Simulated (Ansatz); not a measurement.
# CH4IInO: a ladder of functionals and wavefunction methods

One table from this session's results is given with a row withheld; the runs are named, their logs left out.

Program: Ansatz 0.2.0, Gaussian basis. Level of theory: functionals in def2-TZVPP, the program's frozen cores in correlated methods. These are calculated values, not measurements.

Plan: LDA (SPW92), PBE-D4, revPBE-D4, BLYP-D4, r2SCAN-D4, B97M-V, PBE0-D4, B3LYP-D4, r2SCANh-D4, r2SCAN0-D4, HSE06-D4, BHLYP-D4, CAM-B3LYP-D4, LC-ωPBE, ωB97X-V, ωB97M-V, B2PLYP, PBE-QIDH; CCSD(T)/def2-SVP; CCSD(T)/def2-TZVPP; MP2/def2-QZVPP; extrapolation to the limit; RPA on PBE.

### The geometry

The geometry comes from an earlier relaxation with PBE0-D4 in a triple-zeta def2 set; it is a stationary point, not always the lowest conformer. In, I take the def2 core potential; no spin-orbit term is included.

SMILES `O[CH2][InH][I]`, 8 atoms, charge 0, spin multiplicity 1.

Atoms are counted from 1 here; the program's logs count them from 0.

Bond lengths: O1–C2 1.400 Å, O1–H5 0.966 Å, C2–In3 2.176 Å, C2–H6 1.098 Å, C2–H7 1.091 Å, In3–I4 2.712 Å, In3–H8 1.709 Å. Angles: C2–O1–H5 109.5°, O1–C2–In3 111.7°, O1–C2–H6 112.6°, O1–C2–H7 107.9°, In3–C2–H6 107.6°, In3–C2–H7 109.2°, H6–C2–H7 107.7°, C2–In3–I4 102.2°, C2–In3–H8 144.0°, I4–In3–H8 113.8°.

Set-up of the first run:

The input, in.yaml:

```yaml
crystal:
  periodic: [false, false, false]
  atoms:
    - {symbol: O, position_ang: [-0.283387, 1.648520, -0.093805]}
    - {symbol: C, position_ang: [0.348974, 0.671759, 0.685095]}
    - {symbol: In, position_ang: [0.381047, -1.260328, -0.315648]}
    - {symbol: I, position_ang: [-1.833866, -1.135650, -1.875693]}
    - {symbol: H, position_ang: [-1.086913, 1.279802, -0.482030]}
    - {symbol: H, position_ang: [-0.134254, 0.531566, 1.661526]}
    - {symbol: H, position_ang: [1.373830, 0.999916, 0.866584]}
    - {symbol: H, position_ang: [1.234569, -2.735576, -0.446028]}
basis:
  gaussian: {orbitals: def2-TZVPP}
hamiltonian: {xc: lda}
output: {orbitals: {seedname: orbitals}}
```

On the command line:

```
$ ansatz run in.yaml --threads 2 --pin off --events-out ev --progress --plain --max-ram 4352MiB
```

Among the steps run: LDA; PBE-D4 (GGA); revPBE-D4 (GGA); BLYP-D4 (GGA); r2SCAN-D4 (meta-GGA); B97M-V (meta-GGA); B3LYP-D4 (hybrid); r2SCANh-D4 (hybrid); r2SCAN0-D4 (hybrid); HSE06-D4 (hybrid); BHLYP-D4 (hybrid); CAM-B3LYP-D4 (range-separated); LC-ωPBE (range-separated); ωB97X-V (range-separated); ωB97M-V (range-separated); B2PLYP (double hybrid); PBE-QIDH (double hybrid).

One of the session's tables, all rows but one given; the rest of the session is left out.

It belongs to the step «Orbital energies across the functionals». 

```
  functional  HOMO (eV)  LUMO (eV)  gap (eV)
 LDA (SPW92)      -6.09      -2.91      3.19
      PBE-D4      -5.92      -2.62      3.30
   revPBE-D4      -5.86      -2.49      3.36
     BLYP-D4      -5.82      -2.58      3.24
   r2SCAN-D4      -6.17      -2.40      3.77
      B97M-V      -6.22      -2.62      3.60
     PBE0-D4      -7.15      -1.94      5.22
    B3LYP-D4      -6.95      -2.20      4.75
  r2SCANh-D4      -6.64      -2.16      4.48
  r2SCAN0-D4      -7.33      -1.81      5.52
    HSE06-D4      -6.76      -2.29      4.47
    BHLYP-D4      -8.21      -1.31      6.90
CAM-B3LYP-D4      -8.44      -1.15      7.28
     LC-ωPBE      -9.70      -0.06      9.65
     ωB97X-V          ?          ?         ?
     ωB97M-V      -9.28      -0.45      8.83
```

Q: Estimate the row for ωB97X-V from the others.

**Answer.** HOMO (eV): -9.38; LUMO (eV): -0.19; gap (eV): 9.19. In the column «HOMO (eV)» it lies between LC-ωPBE (-9.70) and ωB97M-V (-9.28).
